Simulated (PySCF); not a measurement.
# CBrClF2 (Bromochlorodifluoromethane): the cost of one run

Computed with PySCF 2.14.0, with density-fitted response routines of our own, on a single molecule in the gas phase. Atoms are numbered from 0 throughout.

### 1 The molecule as given

5 atoms, charge 0, multiplicity 1; geometry from: MMFF94s. The atoms were then displaced at random by about 0.03 Å, so the start is not that level's minimum.

Bonds of the start (Å): F0–C1 1.38, C1–F2 1.35, C1–Cl3 1.71, C1–Br4 1.94.

### 2 Geometry optimisation at PBE0-D3(BJ)/def2-SVP

The job: settings as JSON, then the geometry in Å.

```
{"job": {"xc": "PBE0", "basis": "def2-SVP", "d3": "d3bj", "grid": 1, "shake": 0.03, "kind": "geom"}, "charge": 0, "multiplicity": 1}
F     -0.234060    -1.070500    -0.956060
C     -0.074550    -0.098480     0.004200
F     -0.388670    -0.707350     1.163540
Cl    -1.017440     1.316400    -0.205620
Br     1.789580     0.449450    -0.068180
```

Run with:

```
$ OMP_NUM_THREADS=1 python probes_run.py task.json out
```

The driver reads the jobs from task.json and runs them one after another.

Q: Estimate the wall time and peak memory of this first job on 1 thread of AMD EPYC 7R43, shared host.

About 19 s, with a peak of 0.37 GiB.
